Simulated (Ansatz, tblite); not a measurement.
**C8H7F13O3Si: spin states and exact exchange**

Aim: set other spin states of C8H7F13O3Si against its singlet, on many levels of theory.

Method: as each input shows; program: Ansatz 0.2.0, Gaussian basis.

The runs, in order: triplet, at the geometry of the singlet (GFN1-xTB, GFN2-xTB, PBE0-D4/def2-TZVP, PBE-D4/def2-TZVP); the singlet's energies come from earlier runs.

## (1) The relaxed structure

The geometry is that of the singlet, from an earlier relaxation (PBE-D4/def2-SVP).

SMILES `O[Si](O)(O)CCC(F)(F)C(F)(F)C(F)(F)C(F)(F)C(F)(F)C(F)(F)F`, 32 atoms, charge 0, spin multiplicity 1.

Bond lengths: O1–Si2 1.675 Å, O1–H26 0.973 Å, Si2–O3 1.668 Å, Si2–O4 1.676 Å, Si2–C5 1.889 Å, O3–H27 0.972 Å, O4–H28 0.974 Å, C5–C6 1.535 Å, C5–H29 1.110 Å, C5–H30 1.109 Å, C6–C7 1.523 Å, C6–H31 1.110 Å, C6–H32 1.110 Å, C7–F8 1.368 Å, C7–F9 1.377 Å, C7–C10 1.557 Å, C10–F11 1.351 Å, C10–F12 1.376 Å and more. Angles: Si2–O1–H26 114.7°, O1–Si2–O3 112.5°, O1–Si2–O4 107.6°, O1–Si2–C5 113.4°, O3–Si2–O4 107.4°, O3–Si2–C5 103.3°, O4–Si2–C5 112.4°, Si2–O3–H27 114.5°, Si2–O4–H28 112.3°, Si2–C5–C6 117.6°, Si2–C5–H29 104.4°, Si2–C5–H30 109.6°, C6–C5–H29 107.6°, C6–C5–H30 111.4°, H29–C5–H30 105.4°, C5–C6–C7 118.6°, C5–C6–H31 111.5°, C5–C6–H32 110.0° and more.

Geometry (Å):

```tsv
atom	x (Å)	y (Å)	z (Å)
O1	-2.7773	1.3658	0.9675
Si2	-3.4815	1.0357	-0.5164
O3	-5.1415	0.9081	-0.4200
O4	-3.1353	2.3177	-1.5386
C5	-2.9579	-0.6268	-1.2435
C6	-1.6167	-0.6869	-1.9870
C7	-0.3565	-0.2528	-1.2510
F8	0.6969	-0.3243	-2.1212
F9	-0.4521	1.0561	-0.8348
C10	0.0301	-1.1063	-0.0069
F11	0.2555	-2.3759	-0.4099
F12	-1.0359	-1.1240	0.8628
C13	1.2370	-0.6303	0.8831
F14	0.8784	0.5269	1.4920
F15	1.3940	-1.5925	1.8286
C16	2.6067	-0.4083	0.1706
F17	2.5580	0.7586	-0.5111
F18	2.8182	-1.4301	-0.6956
C19	3.8733	-0.3688	1.1014
F20	4.0748	-1.5981	1.6259
F21	4.9159	-0.0611	0.2902
C22	3.8756	0.6661	2.2688
F23	5.1072	0.7163	2.7974
F24	3.0111	0.2988	3.2283
F25	3.5441	1.8863	1.8195
H26	-2.2391	0.6420	1.3317
H27	-5.5895	1.7076	-0.0947
H28	-2.2601	2.7068	-1.3611
H29	-3.7579	-0.8722	-1.9734
H30	-3.0230	-1.4105	-0.4621
H31	-1.4098	-1.7079	-2.3691
H32	-1.6429	-0.0159	-2.8712
```

## (2) Triplet at the fixed geometry, GFN1-xTB

Tight binding, by tblite at 300 K electronic temperature and without a spin-polarisation term:

```python
tblite.interface.Calculator('GFN1-xTB', numbers, positions, charge=0, uhf=2).singlepoint()
```

Energy -2813.3662 eV; 0.11 s.

## (3) Triplet at the fixed geometry, GFN2-xTB

Tight binding, by tblite at 300 K electronic temperature and without a spin-polarisation term:

```python
tblite.interface.Calculator('GFN2-xTB', numbers, positions, charge=0, uhf=2).singlepoint()
```

Energy -2610.7243 eV; 0.12 s.

## (4) Triplet at the fixed geometry, PBE0-D4/def2-TZVP

Input file in.yaml:

```yaml
crystal:
  periodic: [false, false, false]
  atoms:
    - {symbol: O, position_ang: [-2.777306, 1.365777, 0.967468]}
    - {symbol: Si, position_ang: [-3.481473, 1.035738, -0.516396]}
    - {symbol: O, position_ang: [-5.141454, 0.908116, -0.420043]}
    - {symbol: O, position_ang: [-3.135342, 2.317744, -1.538590]}
    - {symbol: C, position_ang: [-2.957913, -0.626779, -1.243484]}
    - {symbol: C, position_ang: [-1.616657, -0.686936, -1.986999]}
    - {symbol: C, position_ang: [-0.356496, -0.252835, -1.250998]}
    - {symbol: F, position_ang: [0.696907, -0.324329, -2.121193]}
    - {symbol: F, position_ang: [-0.452090, 1.056066, -0.834772]}
    - {symbol: C, position_ang: [0.030133, -1.106301, -0.006895]}
    - {symbol: F, position_ang: [0.255544, -2.375899, -0.409932]}
    - {symbol: F, position_ang: [-1.035912, -1.124034, 0.862775]}
    - {symbol: C, position_ang: [1.236975, -0.630329, 0.883091]}
    - {symbol: F, position_ang: [0.878374, 0.526850, 1.491983]}
    - {symbol: F, position_ang: [1.393977, -1.592467, 1.828607]}
    - {symbol: C, position_ang: [2.606702, -0.408343, 0.170625]}
    - {symbol: F, position_ang: [2.557981, 0.758555, -0.511129]}
    - {symbol: F, position_ang: [2.818248, -1.430110, -0.695560]}
    - {symbol: C, position_ang: [3.873350, -0.368766, 1.101426]}
    - {symbol: F, position_ang: [4.074841, -1.598075, 1.625909]}
    - {symbol: F, position_ang: [4.915887, -0.061140, 0.290170]}
    - {symbol: C, position_ang: [3.875597, 0.666090, 2.268783]}
    - {symbol: F, position_ang: [5.107248, 0.716307, 2.797353]}
    - {symbol: F, position_ang: [3.011085, 0.298792, 3.228257]}
    - {symbol: F, position_ang: [3.544057, 1.886307, 1.819451]}
    - {symbol: H, position_ang: [-2.239115, 0.642010, 1.331738]}
    - {symbol: H, position_ang: [-5.589518, 1.707585, -0.094717]}
    - {symbol: H, position_ang: [-2.260086, 2.706839, -1.361077]}
    - {symbol: H, position_ang: [-3.757917, -0.872187, -1.973408]}
    - {symbol: H, position_ang: [-3.022967, -1.410474, -0.462070]}
    - {symbol: H, position_ang: [-1.409763, -1.707887, -2.369146]}
    - {symbol: H, position_ang: [-1.642908, -0.015905, -2.871246]}
basis:
  gaussian: {orbitals: def2-TZVP, fitting: {mean_field: def2-universal-jkfit}}
magnetization: {spin_polarized: true, initial_magnetization: 2}
hamiltonian: {xc: pbe0, dispersion: d4}
scf: {omitted_lower_state_checks: [starts]}
output: {orbitals: {seedname: orbitals}}
```

Launch:

```sh
$ ansatz run in.yaml --threads 2 --pin off --events-out ev --progress --plain --max-ram 32768MiB --backend cuda --devices 0, --max-vram 18GiB
```

Standard output:

```text
Functional definition: PBE0
  name "PBE0"
  cite "Adamo & Barone, J. Chem. Phys. 110, 6158 (1999) doi:10.1063/1.478522"
  cite "Perdew, Burke & Ernzerhof, Phys. Rev. Lett. 77, 3865 (1996) doi:10.1103/PhysRevLett.77.3865"
  parent pbe
  parameter a = 0.25
  parameter kappa = 0.804
  parameter beta = 0.06672455060314922
  exchange = (1 - a)*pbe_x(kappa = kappa, mu = beta*pi^2/3) + a*exact_x
  correlation = pbe_c(beta = beta)
these checks for a lower state are left out or cut short: starts
2086 factors; integrals over basis functions are off by at most 1.6e0 eV
mean field evaluation 1: about -57686.1193 eV, gradient 8.6e1 eV
mean field evaluation 2: about -57106.1677 eV, gradient 2.7e2 eV
mean field evaluation 4: about -57709.1573 eV, gradient 1.6e1 eV
mean field evaluation 8: about -57711.0776 eV, gradient 1.5e1 eV
mean field evaluation 16: about -57713.4361 eV, gradient 5.0e-1 eV
mean field evaluation 32: about -57713.4862 eV, gradient 2.5e-5 eV
mean field -57713.48624258 eV, -2120.9314998090 hartree, gradient 8.8e-6 eV, S^2 2.008486; 0 other end points of the search recorded, 0 dependent functions left out
reference -57713.48629120 eV, -2120.9315015955 hartree; 106, 104 occupied and 717, 719 virtual orbitals, 2086 factors
Total energy: -57714.45279508 eV, -2120.9670199580 hartree
Checks for a lower state left out: starts
```

Wall time 28 s (1 × H100 (card shared with other runs) with 2 threads of AMD EPYC 7R13, shared host); peak host memory 1.5 GiB.

Report: HOMO -1.65 eV, LUMO -7.73 eV (over both spins; with the spin held, an empty level of the minority spin lies below the top filled one); ⟨S²⟩ 2.008 (pure: 2.00).

## (5) Triplet at the fixed geometry, PBE-D4/def2-TZVP

start.molden holds the orbitals of an earlier run on this state, given as this run's starting guess.

in.yaml, as its differences from that of step 4:

```diff
@@ -36,5 +36,5 @@
 basis:
-  gaussian: {orbitals: def2-TZVP, fitting: {mean_field: def2-universal-jkfit}}
+  gaussian: {orbitals: def2-TZVP, fitting: {mean_field: def2-universal-jkfit}, initial_orbitals: start.molden}
 magnetization: {spin_polarized: true, initial_magnetization: 2}
-hamiltonian: {xc: pbe0, dispersion: d4}
+hamiltonian: {xc: pbe, dispersion: d4}
 scf: {omitted_lower_state_checks: [starts]}
```

The command is unchanged.

Standard output:

```text
Functional definition: PBE
  name "PBE"
  cite "Perdew, Burke & Ernzerhof, Phys. Rev. Lett. 77, 3865 (1996) doi:10.1103/PhysRevLett.77.3865"
  parent pbe
  parameter kappa = 0.804
  parameter beta = 0.06672455060314922
  exchange = pbe_x(kappa = kappa, mu = beta*pi^2/3)
  correlation = pbe_c(beta = beta)
these checks for a lower state are left out or cut short: starts
2086 factors; integrals over basis functions are off by at most 1.6e0 eV
mean field evaluation 1: about -57712.7372 eV, gradient 1.8e1 eV
mean field evaluation 2: about -57713.5062 eV, gradient 1.0e0 eV
mean field evaluation 4: about -57713.7181 eV, gradient 3.3e-1 eV
mean field evaluation 8: about -57713.7258 eV, gradient 3.1e-2 eV
mean field evaluation 16: about -57713.7259 eV, gradient 2.3e-5 eV
mean field -57713.72590709 eV, -2120.9403073170 hartree, gradient 2.8e-6 eV, S^2 2.001252; 0 other end points of the search recorded, 0 dependent functions left out
reference -57713.72597043 eV, -2120.9403096448 hartree; 106, 104 occupied and 717, 719 virtual orbitals, 2086 factors
Total energy: -57714.84640118 eV, -2120.9814847154 hartree
Checks for a lower state left out: starts
```

Run time: 13 s. Hardware: 1 × H100 (card shared with other runs) with 2 threads of AMD EPYC 7R13, shared host; peak host memory 1.4 GiB.

Report: HOMO -1.26 eV, LUMO -8.06 eV (over both spins; with the spin held, an empty level of the minority spin lies below the top filled one); ⟨S²⟩ 2.001 (pure: 2.00).

## (6) Triplet less singlet, vertical

The singlet's energies are those of its earlier runs, whose logs aren't repeated here.

```tsv
level	triplet less singlet, vertical (kJ/mol)	time
GFN1-xTB	+813.2	0.17 s
GFN2-xTB	+808.4	0.18 s
PBE-D4/def2-TZVP	+645.7	20 s
PBE0-D4/def2-TZVP	+748.6	36 s
```

Times add the two runs; a level without a time comes out of a correlated run. Tight binding without a spin term can't rank spin states.

## (7) Outcome

```
                                                quantity                                       value
triplet less singlet, vertical, functionals in def2-TZVP  +645.7 (PBE-D4) to +748.6 kJ/mol (PBE0-D4)
```

In words: All functionals put the triplet above the singlet, over a spread of 102.9 kJ/mol. The checks for a lower triplet were left out, so another state of that spin may lie lower. These are electronic energies, without zero-point motion, entropy or surroundings.
